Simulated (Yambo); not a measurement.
# MgS (Niningerite) in Yambo: convergence with bands in self energy

Crystal: MgS (Niningerite).

```
CELL_PARAMETERS angstrom
0.00000 2.60165 2.60165
2.60165 0.00000 2.60165
2.60165 2.60165 0.00000
ATOMIC_POSITIONS crystal
S 0.50000 0.50000 0.50000
Mg 0.00000 0.00000 0.00000
```

| Property | Result |
| --- | --- |
| Program | Yambo 5.3.0 |
| Task | G0W0 quasiparticle levels |
| Functional | PBEsol |
| Potentials or basis | PseudoDojo 0.4.1 SR PBEsol standard |
| Cutoff | 1143 eV |
| Density cutoff | 4572 eV |
| k mesh | 6 × 6 × 6 |
| Occupations | fixed |
| Spin | no spin polarisation |
| k mesh of the self-consistent run | 10 × 10 × 10 |
| Random integration of the Coulomb term | yes |
| Direction of the field or of q to 0 | x + y + z |
| Broadening | 0.1 eV |
| States corrected | Γ and the k points of the band edges |
| Frequency dependence of W | plasmon pole |
| Terminator of the band sum in the self-energy | none |
| Quasiparticle equation | linearised (Newton) |
| Imaginary frequency of the plasmon-pole fit | 27.2114 eV |
| Bands in the response | 308 |
| Bands in the self-energy | 28 |
| Cutoff of the response matrix | 6 Ry |
| Cutoff of exchange and Vxc | 84 Ry |
| Bands corrected (first, last) | [6, 10] |

These are the settings of the first run; the series varies bands in self energy, with any setting tied to it.

**Question.** The values tried are 28, 48, 88, 308, loosest first. From which on does the quasiparticle gap at the points computed stay within 0.05 eV of the tightest run that finished?

**Answer.** From 48 on.

| bands in self energy | quasiparticle gap at the points computed (eV) |
| --- | --- |
| 28 | 4.037 |
| 48 | 4.063 |
| 88 | 4.080 |
| 308 | 4.090 |

The tightest run that finished is the yardstick and may itself not be fully converged.

Caveat, for the tightest run too: this version prints the column dSc/dw multiplied by 27.2.
